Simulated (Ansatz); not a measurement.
# ClFH₂OSeZr: a ladder of functionals and wavefunction methods

An exercise on one series of results from a longer session: the logs are not shown, and one member is left open.

The runs use Ansatz 0.2.0, Gaussian basis; functionals in def2-TZVPP, the program's frozen cores in correlated methods.

The runs, in order: PBE-D4, r2SCAN-D4, PBE0-D4, B3LYP-D4, ωB97X-V, ωB97M-V, B2PLYP; CCSD(T)/def2-TZVPP; MP2/def2-QZVPP; extrapolation to the limit.

### The geometry

An earlier PBE0-D4 in a triple-zeta def2 set relaxation fixed the geometry. Zr takes the def2 core potential; no spin-orbit term is included.

7 atoms, charge 0, spin multiplicity 1.

Atoms are counted from 1 here; the program's logs count them from 0.

Bond lengths: O1–Zr2 1.885 Å, O1–H6 0.954 Å, Zr2–F3 1.895 Å, Zr2–Cl4 2.349 Å, Zr2–Se5 2.577 Å, Se5–H7 1.474 Å. Angles: Zr2–O1–H6 171.9°, O1–Zr2–F3 112.2°, O1–Zr2–Cl4 111.3°, O1–Zr2–Se5 105.0°, F3–Zr2–Cl4 108.3°, F3–Zr2–Se5 109.4°, Cl4–Zr2–Se5 110.6°, Zr2–Se5–H7 88.3°.

Coordinates:

```xyz
7
ClFH2OSeZr
O    -1.86017   -0.00535   -0.04458
Zr   -0.01107    0.36040   -0.03469
F     0.47563    1.55612    1.35244
Cl    0.68969    1.28037   -2.07940
Se    1.11754   -1.92183    0.36520
H    -2.81245   -0.05806   -0.07158
H     2.40082   -1.21166    0.51262
```

The first run:

in.yaml

```yaml
crystal:
  periodic: [false, false, false]
  atoms:
    - {symbol: O, position_ang: [-1.860165, -0.005352, -0.044585]}
    - {symbol: Zr, position_ang: [-0.011065, 0.360405, -0.034692]}
    - {symbol: F, position_ang: [0.475632, 1.556121, 1.352435]}
    - {symbol: Cl, position_ang: [0.689686, 1.280374, -2.079401]}
    - {symbol: Se, position_ang: [1.117542, -1.921830, 0.365204]}
    - {symbol: H, position_ang: [-2.812447, -0.058060, -0.071579]}
    - {symbol: H, position_ang: [2.400817, -1.211658, 0.512618]}
basis:
  gaussian: {orbitals: def2-TZVPP}
hamiltonian: {xc: pbe, dispersion: d4}
output: {forces: true, orbitals: {seedname: orbitals}}
```

Run with:

```sh
$ ansatz run in.yaml --threads 2 --pin off --events-out ev --progress --plain --max-ram 32768MiB --backend cpu
```

Steps of the session up to this table: PBE-D4 (GGA); r2SCAN-D4 (meta-GGA); PBE0-D4 (hybrid); B3LYP-D4 (hybrid); ωB97X-V (range-separated); ωB97M-V (range-separated); B2PLYP (double hybrid).

One table of the session follows, with a row left open; its other results are not shown here.

```
functional  HOMO (eV)  LUMO (eV)  gap (eV)
    PBE-D4      -6.27      -2.45      3.82
 r2SCAN-D4      -6.55      -2.30      4.25
   PBE0-D4      -7.40      -1.65      5.75
  B3LYP-D4      -7.16      -1.85      5.31
   ωB97X-V          ?          ?         ?
   ωB97M-V      -9.48       0.37      9.85
```

**Question.** Estimate the row for ωB97X-V.

**Answer.** HOMO (eV): -9.62; LUMO (eV): 0.49; gap (eV): 10.10. In the column «HOMO (eV)» it is the lowest.
